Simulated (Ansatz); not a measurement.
# FH₃SeSi: one species, many methods

How much do the methods differ for FH₃SeSi? The plan is to run it at one geometry with functionals of several rungs and with coupled cluster, and see how far each lands from CCSD(T) at the basis-set limit for the atomisation energy.

Program: Ansatz 0.2.0, Gaussian basis. Level of theory: functionals in def2-TZVPP, the program's frozen cores in correlated methods. These are calculated values, not measurements.

Levels to be run: LDA (SPW92), PBE-D4, revPBE-D4, BLYP-D4, r2SCAN-D4, B97M-V, PBE0-D4, B3LYP-D4, r2SCANh-D4, r2SCAN0-D4, HSE06-D4, BHLYP-D4, CAM-B3LYP-D4, LC-ωPBE, ωB97X-V, ωB97M-V, B2PLYP, PBE-QIDH; CCSD(T)/def2-SVP; CCSD(T)/def2-TZVPP; MP2/def2-QZVPP; extrapolation to the limit; RPA on PBE.

### Step 1. The geometry

All runs share one geometry, relaxed beforehand with PBE0-D4 in a triple-zeta def2 set.

SMILES `F[SiH2][SeH]`, 6 atoms, charge 0, spin multiplicity 1.

Atoms are counted from 1 here; the program's logs count them from 0.

Bond lengths: F1–Si2 1.598 Å, Si2–Se3 2.258 Å, Si2–H4 1.479 Å, Si2–H5 1.479 Å, Se3–H6 1.469 Å. Angles: F1–Si2–Se3 112.3°, F1–Si2–H4 106.8°, F1–Si2–H5 108.1°, Se3–Si2–H4 110.7°, Se3–Si2–H5 106.0°, H4–Si2–H5 113.0°, Si2–Se3–H6 92.7°.

### Step 2. LDA

This LDA is Slater exchange with PW92 correlation.

in.yaml reads:

```yaml
crystal:
  periodic: [false, false, false]
  atoms:
    - {symbol: F, position_ang: [-1.787369, 0.175260, -0.076866]}
    - {symbol: Si, position_ang: [-0.253455, 0.043597, -0.504079]}
    - {symbol: Se, position_ang: [1.151327, 0.690300, 1.141332]}
    - {symbol: H, position_ang: [-0.028989, -1.374720, -0.856460]}
    - {symbol: H, position_ang: [-0.010753, 0.965835, -1.634161]}
    - {symbol: H, position_ang: [0.971339, -0.564272, 1.884035]}
basis:
  gaussian: {orbitals: def2-TZVPP}
hamiltonian: {xc: lda}
output: {orbitals: {seedname: orbitals}}
```

After this run come: PBE-D4 (GGA); revPBE-D4 (GGA); BLYP-D4 (GGA); r2SCAN-D4 (meta-GGA); B97M-V (meta-GGA); PBE0-D4 (hybrid); B3LYP-D4 (hybrid); r2SCANh-D4 (hybrid); r2SCAN0-D4 (hybrid); HSE06-D4 (hybrid); BHLYP-D4 (hybrid); CAM-B3LYP-D4 (range-separated); LC-ωPBE-D4 (range-separated); ωB97X-V (range-separated); ωB97M-V (range-separated); B2PLYP (double hybrid); PBE-QIDH (double hybrid); CCSD(T) in def2-SVP; CCSD(T) in def2-TZVPP; MP2 in def2-QZVPP; RPA on PBE orbitals.

Q: Predict the results of all the runs planned. Wanted: atomisation energy, CCSD(T)/CBS; farthest beyond LDA; mean size of error, GGA; mean size of error, meta-GGA; mean size of error, hybrid; mean size of error, range-separated; mean size of error, double hybrid; gap, smallest and largest; T1 diagnostic.

The runs gave:

```
                               quantity                                  value
        atomisation energy, CCSD(T)/CBS                          1887.9 kJ/mol
 functionals within 18.9 kJ/mol (1.0 %)             r2SCAN-D4, B97M-V, ωB97X-V
                    farthest beyond LDA                BHLYP-D4 (-73.2 kJ/mol)
                mean size of error, GGA                            40.4 kJ/mol
           mean size of error, meta-GGA                            15.9 kJ/mol
             mean size of error, hybrid                            45.7 kJ/mol
    mean size of error, range-separated                            25.8 kJ/mol
      mean size of error, double hybrid                            45.5 kJ/mol
              gap, smallest and largest  5.17 eV (BLYP-D4), 12.23 eV (LC-ωPBE)
                          T1 diagnostic                                 0.0102
triples share of the correlation energy                                  3.1 %
```

In words: The LDA atomisation energy is off by 226.7 kJ/mol (12 %): it overbinds. PBE-D4 is off by -20.9 kJ/mol. Double hybrids carry the basis error of their MP2 part in triple zeta, and no dispersion term here, so their miss is partly the set-up's. By mean error the best rung here is meta-GGA (15.9 kJ/mol) and the worst beyond LDA is hybrid (45.7 kJ/mol). The mean of the hybrids holds BHLYP, with half exact exchange. The reference freezes the cores and leaves out relativity and excitations past (T), and its outer-core shells are covered unevenly, so misses under about 18.9 kJ/mol can't be ranked. All levels share the lack of spin-orbit coupling, which lowers the free heavy atoms and so the true binding. Hartree-Fock recovers 73 % of the binding; the rest is correlation. CCSD(T) in def2-SVP is off by -175.4 kJ/mol, which most functionals beat. Orbital gaps span 5.2 to 12.2 eV; exact exchange widens them. Correlated methods include outer-core shells of Se, which these sets cover unevenly.
